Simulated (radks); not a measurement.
# Ionising zirconium step by step, Zr²⁰⁺ to Zr³⁹⁺

Aim: the successive ionisation energies of zirconium, each ion in the ground configuration that NIST lists, set against the tabulated values. Each value is a difference of total energies (Δ-SCF).

Method: Dirac Kohn-Sham, exchange-only PBE, spin-unpolarised, spherical densities, finite nucleus; open shells fill j = l - 1/2 first. Code: radks (a radial shooting solver on a logarithmic mesh, Libxc functionals) version 1.

**1. The atom as given**

```
element             : zirconium (Z = 40)
charges             : 20 to 39
first configuration : [Ar] 3d2
last configuration  : 1s1
```

**2. Zr²⁰⁺, [Ar] 3d2**

Input:

```text
Z 40
configuration [Ar] 3d2
relativity Dirac
functional pbe,
spin unpolarised
j_filling energy
nucleus finite rms 4.2694 fm
c 137.035999084
```

**3. Zr²¹⁺, [Ar] 3d1**

Input: that of step 2 with these lines changed.

```diff
@@ -1,3 +1,3 @@
 Z 40
-configuration [Ar] 3d2
+configuration [Ar] 3d1 4s0 4p0
 relativity Dirac
```

**4. Zr²²⁺, [Ar]**

Input: that of step 3 with these lines changed.

```diff
@@ -1,3 +1,3 @@
 Z 40
-configuration [Ar] 3d1 4s0 4p0
+configuration [Ar]
 relativity Dirac
```

**5. Zr²³⁺, [Ne] 3s2 3p5**

Input: that of step 4 with these lines changed.

```diff
@@ -1,3 +1,3 @@
 Z 40
-configuration [Ar]
+configuration [Ne] 3s2 3p5
 relativity Dirac
```

**6. Zr²⁴⁺, [Ne] 3s2 3p4**

Input: that of step 5 with these lines changed.

```diff
@@ -1,3 +1,3 @@
 Z 40
-configuration [Ne] 3s2 3p5
+configuration [Ne] 3s2 3p4 4s0 3d0
 relativity Dirac
```

**7. Zr²⁵⁺, [Ne] 3s2 3p3**

Input: that of step 6 with these lines changed.

```diff
@@ -1,3 +1,3 @@
 Z 40
-configuration [Ne] 3s2 3p4 4s0 3d0
+configuration [Ne] 3s2 3p3 4s0 3d0
 relativity Dirac
```

**8. Zr²⁶⁺, [Ne] 3s2 3p2**

Input: that of step 7 with these lines changed.

```diff
@@ -1,3 +1,3 @@
 Z 40
-configuration [Ne] 3s2 3p3 4s0 3d0
+configuration [Ne] 3s2 3p2
 relativity Dirac
```

**9. Zr²⁷⁺, [Ne] 3s2 3p1**

Input: that of step 8 with these lines changed.

```diff
@@ -1,3 +1,3 @@
 Z 40
-configuration [Ne] 3s2 3p2
+configuration [Ne] 3s2 3p1
 relativity Dirac
```

**10. Zr²⁸⁺, [Ne] 3s2**

Input: that of step 9 with these lines changed.

```diff
@@ -1,3 +1,3 @@
 Z 40
-configuration [Ne] 3s2 3p1
+configuration [Ne] 3s2 3p0 4s0
 relativity Dirac
```

**11. Zr²⁹⁺, [Ne] 3s1**

Input: that of step 10 with these lines changed.

```diff
@@ -1,3 +1,3 @@
 Z 40
-configuration [Ne] 3s2 3p0 4s0
+configuration [Ne] 3s1
 relativity Dirac
```

**12. Zr³⁰⁺, [Ne]**

Input: that of step 11 with these lines changed.

```diff
@@ -1,3 +1,3 @@
 Z 40
-configuration [Ne] 3s1
+configuration [Ne]
 relativity Dirac
```

**13. Zr³¹⁺, [He] 2s2 2p5**

Input: that of step 12 with these lines changed.

```diff
@@ -1,3 +1,3 @@
 Z 40
-configuration [Ne]
+configuration [He] 2s2 2p5 3s0 3p0
 relativity Dirac
```

**14. Zr³²⁺, [He] 2s2 2p4**

Input: that of step 13 with these lines changed.

```diff
@@ -1,3 +1,3 @@
 Z 40
-configuration [He] 2s2 2p5 3s0 3p0
+configuration [He] 2s2 2p4
 relativity Dirac
```

**15. Zr³³⁺, [He] 2s2 2p3**

Input: that of step 14 with these lines changed.

```diff
@@ -1,3 +1,3 @@
 Z 40
-configuration [He] 2s2 2p4
+configuration [He] 2s2 2p3 3s0 3p0
 relativity Dirac
```

**16. Zr³⁴⁺, [He] 2s2 2p2**

Input: that of step 15 with these lines changed.

```diff
@@ -1,3 +1,3 @@
 Z 40
-configuration [He] 2s2 2p3 3s0 3p0
+configuration [He] 2s2 2p2 3s0 3p0
 relativity Dirac
```

**17. Zr³⁵⁺, [He] 2s2 2p1**

Input: that of step 16 with these lines changed.

```diff
@@ -1,3 +1,3 @@
 Z 40
-configuration [He] 2s2 2p2 3s0 3p0
+configuration [He] 2s2 2p1
 relativity Dirac
```

**18. Zr³⁶⁺, [He] 2s2**

Input: that of step 17 with these lines changed.

```diff
@@ -1,3 +1,3 @@
 Z 40
-configuration [He] 2s2 2p1
+configuration [He] 2s2
 relativity Dirac
```

**19. Zr³⁷⁺, [He] 2s1**

Input: that of step 18 with these lines changed.

```diff
@@ -1,3 +1,3 @@
 Z 40
-configuration [He] 2s2
+configuration [He] 2s1 2p0 3s0
 relativity Dirac
```

**20. Zr³⁸⁺, [He]**

Input: that of step 19 with these lines changed.

```diff
@@ -1,3 +1,3 @@
 Z 40
-configuration [He] 2s1 2p0 3s0
+configuration [He]
 relativity Dirac
```

**21. Zr³⁹⁺, 1s1**

Input: that of step 20 with these lines changed.

```diff
@@ -1,3 +1,3 @@
 Z 40
-configuration [He]
+configuration 1s1
 relativity Dirac
```

**Question.** What will these runs give? Wanted: for each run, species; configuration; Δ-SCF; −ε(HOMO); NIST; error.

As calculated:

```
species  configuration  Δ-SCF (eV)  −ε(HOMO) (eV)           NIST (eV)  error (%)
  Zr²⁰⁺       [Ar] 3d2      859.81         829.74        863 (theory)       -0.4
  Zr²¹⁺       [Ar] 3d1      920.93         890.12        922 (theory)       -0.1
  Zr²²⁺           [Ar]      1092.3         1064.2    1092 (semi-emp.)       +0.0
  Zr²³⁺   [Ne] 3s2 3p5      1148.9         1120.5    1145 (semi-emp.)       +0.4
  Zr²⁴⁺   [Ne] 3s2 3p4      1206.2         1177.4    1205 (semi-emp.)       +0.1
  Zr²⁵⁺   [Ne] 3s2 3p3      1264.0         1235.0    1277 (semi-emp.)       -1.0
  Zr²⁶⁺   [Ne] 3s2 3p2      1343.5         1313.8    1344 (semi-emp.)       -0.0
  Zr²⁷⁺   [Ne] 3s2 3p1      1403.3         1373.4    1392 (semi-emp.)       +0.8
  Zr²⁸⁺       [Ne] 3s2      1526.6         1498.1    1525 (semi-emp.)       +0.1
  Zr²⁹⁺       [Ne] 3s1      1584.0         1555.2  1582.4 (semi-emp.)       +0.1
  Zr³⁰⁺           [Ne]      3788.0         3705.6    3788 (semi-emp.)       +0.0
  Zr³¹⁺   [He] 2s2 2p5      3954.4         3870.8    3950 (semi-emp.)       +0.1
  Zr³²⁺   [He] 2s2 2p4      4122.9         4038.3    4127 (semi-emp.)       -0.1
  Zr³³⁺   [He] 2s2 2p3      4293.4         4207.9    4300 (semi-emp.)       -0.2
  Zr³⁴⁺   [He] 2s2 2p2      4567.4         4478.6    4553 (semi-emp.)       +0.3
  Zr³⁵⁺   [He] 2s2 2p1      4745.8         4656.4    4744 (semi-emp.)       +0.0
  Zr³⁶⁺       [He] 2s2      5001.7         4928.5    4991 (semi-emp.)       +0.2
  Zr³⁷⁺       [He] 2s1      5144.3         5074.1     5146.9 (theory)       -0.1
  Zr³⁸⁺           [He]       21606          21295    21516.5 (theory)       +0.4
  Zr³⁹⁺            1s1       22189          21913    22236.7 (theory)       -0.2
```

Reference values: NIST Atomic Spectra Database (exp. measured, semi-emp. semi-empirical, theory a theoretical value adopted there). The steepest step, after dividing by the final charge, comes at Zr³⁸⁺ in [He], where the value goes from 5144.3 to 21606 eV. There the highest level belongs to another shell. The Δ-SCF values miss the measured or semi-empirical entries by +0.1 % in the signed mean; the largest miss is -1.0 % (Zr²⁵⁺). Minus the highest eigenvalue gives 97 to 99 % of the Δ-SCF value along the ladder. Spin polarisation and multiplet splitting are left out, so open shells lie too high by an amount that depends on their filling.
